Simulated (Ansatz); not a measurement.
I need a ladder of methods at one geometry of C2HBrClF, SMILES FC(Br)=CCl. Use Ansatz 0.2.0 through its Python package. Settings (for the species named): CAM-B3LYP, def2-SVP basis, multiplicity 1. The script varies functional: cam_b3lyp, b3lyp, lc_wpbe, pbe0, lda, blyp.

```tsv
atom	x (Å)	y (Å)	z (Å)
F	0.4527	-1.5659	-0.7665
C	0.4058	-0.4957	0.0989
Br	1.5763	-0.5633	1.5082
C	-0.3573	0.5387	-0.0781
Cl	-1.5457	0.6202	-1.3884
H	-0.4897	1.4021	0.5797
```

Script `run_methods.py`:
```python
from pathlib import Path

import ansatz as az
import numpy as np

BASIS_SET = "def2-SVP"

geometry_ang = [
    ("F", [0.4527, -1.5659, -0.7665]),
    ("C", [0.4058, -0.4957, 0.0989]),
    ("Br", [1.5763, -0.5633, 1.5082]),
    ("C", [-0.3573, 0.5387, -0.0781]),
    ("Cl", [-1.5457, 0.6202, -1.3884]),
    ("H", [-0.4897, 1.4021, 0.5797]),
]
geometry = az.Crystal.molecule()
for symbol, xyz in geometry_ang:
    geometry = geometry.atom(symbol, xyz)

base = geometry.calculation().basis(gaussian=BASIS_SET)

print("functional    E (Ha)        dipole (D)   HOMO (eV)  LUMO (eV)")
for name in ["cam_b3lyp", "b3lyp", "lc_wpbe", "pbe0", "lda", "blyp"]:
    rep = base.functional(name).forces().orbitals().run(threads=1, runs_dir="runs").report
    lines = Path(rep["orbitals_path"]).read_text().splitlines()
    field_of = lambda key: [line.split("=")[1].strip() for line in lines if line.startswith(key)]
    orbitals = [(27.211386 * float(e), s, float(n)) for e, s, n in zip(field_of("Ene="), field_of("Spin="), field_of("Occup="))]
    homo = max(e for e, _, n in orbitals if n > 0.5)
    lumo = min(e for e, _, n in orbitals if n < 0.5)
    dipole = 4.803205 * np.linalg.norm(rep["charge_distribution"]["dipole_moment_e_ang"])
    print(f"{name:10s} {rep['free_energy_ev'] / 27.211386246:14.6f} {dipole:9.3f} {homo:11.3f} {lumo:10.3f}")
```

Output of `python run_methods.py`:
```text
functional    E (Ha)        dipole (D)   HOMO (eV)  LUMO (eV)
cam_b3lyp    -3210.439669     1.777      -8.667      0.923
b3lyp        -3210.409552     1.725      -7.120     -0.480
lc_wpbe      -3209.777632     1.807     -10.122      1.967
pbe0         -3209.738100     1.777      -7.448     -0.349
lda          -3203.994185     1.576      -6.244     -1.489
blyp         -3210.356155     1.543      -5.878     -1.059
```

Total energies depend on the basis set; only differences at equal settings carry meaning. The geometry is a force-field or estimated start, not a minimum of this method, and the basis set is short of its limit. A lower total doesn't mark the better method: functionals have no common bound, and MP2 and coupled cluster aren't variational. b3lyp holds the VWN-RPA fit, as in Gaussian; the form of ORCA and Turbomole is b3lyp5. Levels such as HOMO and LUMO are orbital energies: with these approximate functionals they aren't the ionisation energy and electron affinity, and their gap isn't the fundamental gap. Run time: 21 s on 1 thread of Arm Neoverse V1, on a shared host, peak memory 0.3 GiB.
